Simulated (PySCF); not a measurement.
# TlSb+: bond curves at several levels of theory

One table from this session's results is given with a row withheld; the runs are named, their logs left out.

Method: Tl cc-pVDZ-PP with ECP60, Sb cc-pVDZ-PP with ECP28, scalar-relativistic core potentials; program: PySCF 2.14.0.

The first run:

Settings of the job:

```json
{"atoms": "Tl, Sb", "charge": "1", "basis": "Tl cc-pVDZ-PP with ECP60, Sb cc-pVDZ-PP with ECP28", "Hamiltonian": "scalar-relativistic core potentials", "basis functions": "46", "electrons treated": "43", "masses in u": "204.9744, 120.9038", "levels": "PBE0, PBE, r²SCAN, PBEsol, M06, BHandHLYP, HSE06, HF, MP2, SCS-MP2, CCSD, CCSD(T)", "grid": "80 radial by 434 angular points", "occupations": "held fixed by the projection of orbital angular momentum", "dissociation limit": "Tl+ + Sb, each in its ground configuration", "starting distance in angstrom": "2.895", "values of 2S to try": "1, 3"}
```

Steps of the session up to this table: The job; The PBE0 curve of the state that the search chose; Other states along the same grid; PBE; r²SCAN (meta-GGA); PBEsol (GGA); M06; BHandHLYP; HSE06 (range-separated hybrid); UHF; Correlated methods on the Hartree–Fock reference.

One of the session's tables, all rows but one given; the rest of the session is left out.

Energy (eV) from each level's lowest point:

```
R (Å)    UHF  UHF-MP2  UHF-SCS-MP2  UHF-CCSD  UHF-CCSD(T)
2.857  0.521    0.330        0.384       n/a          n/a
2.990  0.317    0.169        0.209     0.196        0.177
3.123  0.184    0.074        0.102     0.092        0.078
3.222  0.116    0.033        0.053     0.045        0.035
3.322  0.069    0.010        0.023     0.018        0.011
3.422      ?        ?            ?         ?            ?
3.554  0.012    0.001        0.000     0.000        0.000
3.721  0.000    0.017        0.008     0.011        0.015
3.920  0.002    0.047        0.030     0.037        0.044
4.186  0.020    0.092        0.068       n/a          n/a
```

Estimate the missing values for R (Å) = 3.422.

Worked estimate for «UHF». A straight line through the neighbours (3.322, 0.069) and (3.554, 0.012) gives 0.069 + (0.012 − 0.069) × (3.422 − 3.322) / (3.554 − 3.322) = 0.044; a parabola fitted to 4 rows on both sides gives 0.038.

**Answer.** UHF: 0.037; UHF-MP2: 0.000; UHF-SCS-MP2: 0.006; UHF-CCSD: 0.004; UHF-CCSD(T): 0.000. In «UHF» the line misses by +0.007 and the parabola by +0.001.

State 3 has its PBE0 minimum 1.01 eV higher. The other levels ran on the lowest alone.
